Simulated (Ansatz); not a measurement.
# C2H8FNOSi: a ladder of functionals and wavefunction methods

The task here is to estimate one member of a computed series from the others.

Computed with Ansatz 0.2.0, Gaussian basis. Level: functionals in def2-TZVPP, the program's frozen cores in correlated methods.

The runs, in order: PBE-D4, r2SCAN-D4, PBE0-D4, B3LYP-D4, ωB97X-V, ωB97M-V, B2PLYP; CCSD(T)/def2-TZVPP; MP2/def2-QZVPP; extrapolation to the limit.

### The geometry

The geometry comes from an earlier relaxation with PBE0-D4 in a triple-zeta def2 set; it is a stationary point, not always the lowest conformer.

SMILES `CN[SiH](F)OC`, 14 atoms, charge 0, spin multiplicity 1.

Atoms are counted from 1 here; the program's logs count them from 0.

Bond lengths: C1–N2 1.446 Å, C1–H7 1.094 Å, C1–H8 1.093 Å, C1–H9 1.096 Å, N2–Si3 1.685 Å, N2–H10 1.007 Å, Si3–F4 1.605 Å, Si3–O5 1.627 Å, Si3–H11 1.479 Å, O5–C6 1.411 Å, C6–H12 1.091 Å, C6–H13 1.094 Å, C6–H14 1.095 Å. Angles: N2–C1–H7 111.4°, N2–C1–H8 109.6°, N2–C1–H9 112.8°, H7–C1–H8 107.1°, H7–C1–H9 108.3°, H8–C1–H9 107.3°, C1–N2–Si3 125.5°, C1–N2–H10 114.9°, Si3–N2–H10 118.8°, N2–Si3–F4 114.9°, N2–Si3–O5 106.4°, N2–Si3–H11 109.9°, F4–Si3–O5 106.9°, F4–Si3–H11 104.0°, O5–Si3–H11 115.0°, Si3–O5–C6 125.3°, O5–C6–H12 108.1°, O5–C6–H13 111.6° and more.

The first run:

Input file in.yaml:

```yaml
crystal:
  periodic: [false, false, false]
  atoms:
    - {symbol: C, position_ang: [1.466853, -0.082962, -2.161111]}
    - {symbol: N, position_ang: [0.563612, 0.435456, -1.157837]}
    - {symbol: Si, position_ang: [-0.024642, -0.424127, 0.166072]}
    - {symbol: F, position_ang: [-1.247909, -1.410382, -0.159714]}
    - {symbol: O, position_ang: [-0.576800, 0.681646, 1.223391]}
    - {symbol: C, position_ang: [-1.456171, 0.416976, 2.294051]}
    - {symbol: H, position_ang: [2.272166, 0.625386, -2.377424]}
    - {symbol: H, position_ang: [1.935171, -0.999729, -1.794547]}
    - {symbol: H, position_ang: [0.961853, -0.327857, -3.102192]}
    - {symbol: H, position_ang: [0.151557, 1.327283, -1.379081]}
    - {symbol: H, position_ang: [1.028016, -1.320161, 0.692412]}
    - {symbol: H, position_ang: [-1.811143, 1.371579, 2.685688]}
    - {symbol: H, position_ang: [-2.318140, -0.173662, 1.970168]}
    - {symbol: H, position_ang: [-0.944423, -0.119416, 3.100113]}
basis:
  gaussian: {orbitals: def2-TZVPP}
hamiltonian: {xc: pbe, dispersion: d4}
output: {forces: true, orbitals: {seedname: orbitals}}
```

Launch:

```sh
$ ansatz run in.yaml --threads 2 --pin off --events-out ev --progress --plain --max-ram 32768MiB --backend cuda --devices 0, --max-vram 18GiB
```

Steps of the session up to this table: PBE-D4 (GGA); r2SCAN-D4 (meta-GGA); PBE0-D4 (hybrid); B3LYP-D4 (hybrid); ωB97X-V (range-separated); ωB97M-V (range-separated); B2PLYP (double hybrid); CCSD(T) in def2-TZVPP; MP2 in def2-QZVPP.

One of the session's tables, all rows but one given; the rest of the session is left out.

```
            method  atomisation energy (eV)
            PBE-D4                   56.876
         r2SCAN-D4                   56.023
           PBE0-D4                   55.882
          B3LYP-D4                   56.104
           ωB97X-V                   56.271
           ωB97M-V                        ?
            B2PLYP                   55.559
     HF/def2-TZVPP                   40.857
    MP2/def2-TZVPP                   55.584
   CCSD/def2-TZVPP                   53.920
CCSD(T)/def2-TZVPP                   54.651
           MP2/CBS                   57.140
       CCSD(T)/CBS                   56.206
```

Q: Estimate the row for ωB97M-V from the others.

As computed: atomisation energy (eV): 56.274. In the column «atomisation energy (eV)» it lies between ωB97X-V (56.271) and PBE-D4 (56.876).

Caveats from the session: Free atoms (2 C, 1 N, 1 Si, 1 F, 1 O, 8 H) were run apart at each level; the atomisation energy is their sum less the molecule, without zero-point or spin-orbit terms.
